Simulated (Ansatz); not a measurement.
# SnCl2: taking an electron away

Aim: the vertical ionisation energy of SnCl2, as cation minus neutral at the neutral's geometry, on several levels, and how well −ε(HOMO) stands in for it.

Method: unrestricted cation, the program's frozen cores in correlated methods; program: Ansatz 0.2.0, Gaussian basis.

Levels to be run: UKS PBE-D4/def2-TZVPP; UKS r2SCAN-D4/def2-TZVPP; UKS PBE0-D4/def2-TZVPP; UKS B3LYP-D4/def2-TZVPP; UKS wB97X-V/def2-TZVPP; UKS wB97M-V/def2-TZVPP; UKS B2PLYP/def2-TZVPP; UHF-CCSD(T)/def2-TZVPP; UHF-MP2/def2-QZVPP; extrapolation to the limit; then −ε(HOMO) from the neutral's earlier runs with LDA (SPW92), PBE-D4, revPBE-D4, BLYP-D4, r2SCAN-D4, B97M-V, PBE0-D4, B3LYP-D4, r2SCANh-D4, r2SCAN0-D4, HSE06-D4, BHLYP-D4, CAM-B3LYP-D4, LC-ωPBE, ωB97X-V, ωB97M-V.

## (1) The geometry

An earlier PBE0-D4 in a triple-zeta def2 set relaxation fixed the geometry. Sn takes the def2 core potential; no spin-orbit term is included.

SMILES `[Cl][Sn][Cl]`, 3 atoms, charge 0, spin multiplicity 1.

Atoms are counted from 1 here; the program's logs count them from 0.

Bond lengths: Cl1–Sn2 2.363 Å, Sn2–Cl3 2.363 Å. Angles: Cl1–Sn2–Cl3 98.4°.

Geometry (Å):

```
Cl    1.1542    1.2207    0.7560
Sn   -0.7969    0.5189   -0.3766
Cl   -0.3682   -1.8045   -0.3926
```

## (2) Cation, UKS PBE-D4/def2-TZVPP

The input, in.yaml:

```yaml
crystal:
  periodic: [false, false, false]
  atoms:
    - {symbol: Cl, position_ang: [1.154226, 1.220736, 0.755987]}
    - {symbol: Sn, position_ang: [-0.796938, 0.518937, -0.376553]}
    - {symbol: Cl, position_ang: [-0.368188, -1.804473, -0.392634]}
basis:
  gaussian: {orbitals: def2-TZVPP}
total_charge: 1
magnetization: {spin_polarized: true, initial_magnetization: 1}
hamiltonian: {xc: pbe, dispersion: d4}
```

After this run come: Cation, UKS r2SCAN-D4/def2-TZVPP; Cation, UKS PBE0-D4/def2-TZVPP; Cation, UKS B3LYP-D4/def2-TZVPP; Cation, UKS wB97X-V/def2-TZVPP; Cation, UKS wB97M-V/def2-TZVPP; Cation, UKS B2PLYP (frozen core)/def2-TZVPP; Cation, UHF-CCSD(T)/def2-TZVPP; Cation, UHF-MP2/def2-QZVPP.

Before running them: what should the planned runs give, taken together? Wanted: ionisation energy, CCSD(T)/CBS; nearest functional by difference; nearest −ε(HOMO); −ε(HOMO) of PBE; T1 of the cation.

**Answer**, as computed:

| quantity | value |
| --- | --- |
| ionisation energy, CCSD(T)/CBS | 10.41 eV |
| nearest functional by difference | ωB97X-V (-0.15 eV) |
| nearest −ε(HOMO) | LC-ωPBE (+0.06 eV) |
| −ε(HOMO) of PBE | 6.95 eV |
| T1 of the cation | 0.023 |

Energy differences with functionals land within 0.51 eV of the reference. The PBE orbital energy is 3.5 eV too small: a semilocal HOMO is no ionisation energy. Among orbital estimates LC-ωPBE comes nearest. Hartree-Fock falls 0.94 eV short, as the neutral has more correlation energy than the cation. Correlated methods include outer-core shells of Sn, which these sets cover unevenly. With outer-core shells in play the reference is unsure by up to some tenths of an eV, so close misses can't be ranked.
